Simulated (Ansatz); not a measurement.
**CH5AlTe: one species, many methods**

The task here is to estimate one member of a computed series from the others.

Method: functionals in def2-TZVPP, the program's frozen cores in correlated methods; program: Ansatz 0.2.0, Gaussian basis.

Plan: LDA (SPW92), PBE-D4, revPBE-D4, BLYP-D4, r2SCAN-D4, B97M-V, PBE0-D4, B3LYP-D4, r2SCANh-D4, r2SCAN0-D4, HSE06-D4, BHLYP-D4, CAM-B3LYP-D4, LC-ωPBE, ωB97X-V, ωB97M-V, B2PLYP, PBE-QIDH; CCSD(T)/def2-SVP; CCSD(T)/def2-TZVPP; MP2/def2-QZVPP; extrapolation to the limit; RPA on PBE.

## Structure used throughout

The geometry comes from an earlier relaxation with PBE0-D4 in a triple-zeta def2 set; it is a stationary point, not always the lowest conformer. Te takes the def2 core potential; no spin-orbit term is included.

SMILES `[CH3][AlH][TeH]`, 8 atoms, charge 0, spin multiplicity 1.

Atoms are counted from 1 here; the program's logs count them from 0.

Bond lengths: C1–Al2 1.947 Å, C1–H4 1.095 Å, C1–H5 1.092 Å, C1–H6 1.095 Å, Al2–Te3 2.533 Å, Al2–H7 1.585 Å, Te3–H8 1.657 Å. Angles: Al2–C1–H4 110.5°, Al2–C1–H5 113.0°, Al2–C1–H6 110.5°, H4–C1–H5 108.0°, H4–C1–H6 106.7°, H5–C1–H6 108.0°, C1–Al2–Te3 118.5°, C1–Al2–H7 123.8°, Te3–Al2–H7 117.8°, Al2–Te3–H8 91.2°.

The first run:

File in.yaml:

```yaml
crystal:
  periodic: [false, false, false]
  atoms:
    - {symbol: C, position_ang: [-0.820268, 1.106411, -0.419175]}
    - {symbol: Al, position_ang: [0.540267, -0.258779, -0.143409]}
    - {symbol: Te, position_ang: [0.151133, -2.006240, 1.648222]}
    - {symbol: H, position_ang: [-0.397795, 2.104736, -0.264066]}
    - {symbol: H, position_ang: [-1.677757, 0.995956, 0.247873]}
    - {symbol: H, position_ang: [-1.187893, 1.077440, -1.450261]}
    - {symbol: H, position_ang: [1.885130, -0.343277, -0.977016]}
    - {symbol: H, position_ang: [1.599383, -2.733245, 1.302132]}
basis:
  gaussian: {orbitals: def2-TZVPP}
hamiltonian: {xc: lda}
output: {orbitals: {seedname: orbitals}}
```

Launch:

```sh
$ ansatz run in.yaml --threads 2 --pin off --events-out ev --progress --plain --max-ram 4352MiB
```

Steps of the session up to this table: LDA; PBE-D4 (GGA); revPBE-D4 (GGA); BLYP-D4 (GGA); r2SCAN-D4 (meta-GGA); B97M-V (meta-GGA); B3LYP-D4 (hybrid); r2SCANh-D4 (hybrid); r2SCAN0-D4 (hybrid); HSE06-D4 (hybrid); BHLYP-D4 (hybrid); CAM-B3LYP-D4 (range-separated); LC-ωPBE (range-separated); ωB97X-V (range-separated); ωB97M-V (range-separated); B2PLYP (double hybrid); PBE-QIDH (double hybrid).

One of the session's tables, all rows but one given; the rest of the session is left out.

It belongs to the step «Frontier levels by functional». 

```
  functional  HOMO (eV)  gap (eV)
 LDA (SPW92)      -5.86      3.72
      PBE-D4      -5.72      3.81
   revPBE-D4      -5.67      3.86
     BLYP-D4      -5.54      3.76
   r2SCAN-D4      -5.96      4.33
      B97M-V      -5.94      4.20
     PBE0-D4      -6.69      5.50
    B3LYP-D4      -6.47      5.10
  r2SCANh-D4      -6.32      4.93
  r2SCAN0-D4      -6.86      5.82
    HSE06-D4      -6.31      4.74
    BHLYP-D4      -7.50      7.08
CAM-B3LYP-D4          ?         ?
     LC-ωPBE      -9.14      9.89
     ωB97X-V      -8.83      9.49
     ωB97M-V      -8.72      9.12
```

Q: Estimate the row for CAM-B3LYP-D4 from the others.

**Answer.** HOMO (eV): -7.86; gap (eV): 7.59. In the column «HOMO (eV)» it lies between ωB97M-V (-8.72) and BHLYP-D4 (-7.50).
